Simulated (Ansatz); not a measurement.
# BFGeH4S: the cost of one run

Program: Ansatz 0.2.0, driven from Python. Level of theory: B3LYP/6-31G*. These are calculated values, not measurements.

## 1. Starting point

Bond lengths: F1–B2 1.449 Å, B2–Ge3 2.012 Å, Ge3–S4 2.288 Å, B2–H5 1.163 Å, Ge3–H6 1.528 Å, Ge3–H7 1.586 Å, S4–H8 1.429 Å. Angles: F1–B2–Ge3 119.6°, F1–B2–H5 120.1°, Ge3–B2–H5 120.3°, B2–Ge3–S4 109.8°, B2–Ge3–H6 111.3°, B2–Ge3–H7 109.4°, S4–Ge3–H6 110.5°, S4–Ge3–H7 105.6°, H6–Ge3–H7 110.0°, Ge3–S4–H8 88.8°.

No structure file is read: the coordinates are typed or built in the script.

## 2. The script

tae_bfgeh4s.py reads:

```python
# -*- coding: utf-8 -*-
'''Energy to split BFGeH4S into its atoms.'''

from collections import Counter

import ansatz
from ase import Atoms


def energy(molecule, charge=0, unpaired=0):
    calc = (
        molecule.calculation()
        .basis(gaussian='6-31G*')
        .functional('b3lyp')
    )
    if charge:
        calc = calc.charge(charge)
    if unpaired:
        calc = calc.spin('collinear', total=unpaired)
    return calc.run().report['free_energy_ev']

atoms = Atoms(['F', 'B', 'Ge', 'S', 'H', 'H', 'H', 'H'], positions=[
    (-1.5206, -1.5793, 0.5598),
    (-0.8527, -0.3884, 1.0443),
    (0.2326, 0.7297, -0.2292),
    (1.9076, -0.5369, -1.1381),
    (-0.9039, -0.1092, 2.1725),
    (-0.6431, 1.3273, -1.3289),
    (0.9601, 1.8874, 0.5744),
    (0.9121, -1.3876, -1.7108),
])
molecule = ansatz.Crystal.molecule_from_ase(atoms)

# Hund ground states
unpaired = {'F': 1, 'B': 1, 'Ge': 2, 'S': 2, 'H': 1}
counts = Counter(site.symbol for site in molecule.cartesian_sites)
atom_energy = {s: energy(ansatz.Crystal.molecule().atom(s, (0, 0, 0)), 0, unpaired[s]) for s in counts}
whole = energy(molecule, 0, 0)
for s, e in atom_energy.items():
    print(f'{s:2s} x{counts[s]}  {e:14.5f} eV')
print(f'BFGeH4S: {whole:.5f} eV')
split = sum(counts[s] * e for s, e in atom_energy.items()) - whole
print(f'atomisation energy (no zero-point term): {23.060548 * split:.1f} kcal/mol, {split / sum(counts.values()):.3f} eV an atom')
```

## 3. The input behind the calls

The engine receives this input (first run):

```yaml
crystal:
  periodic: [false, false, false]
  atoms:
    - { symbol: F, position_ang: [0.0, 0.0, 0.0] }
basis:
  gaussian:
    orbitals: "6-31G*"
hamiltonian:
  xc: b3lyp
magnetization:
  spin_polarized: true
  initial_magnetization: 1.0
```

## 4. Running it

Launch:

```
> python tae_bfgeh4s.py
```

Q: Estimate wall time and peak memory on 1 thread of AMD EPYC 7R43 (Zen 3), shared host.

About 10 s, with a peak of 0.26 GiB.
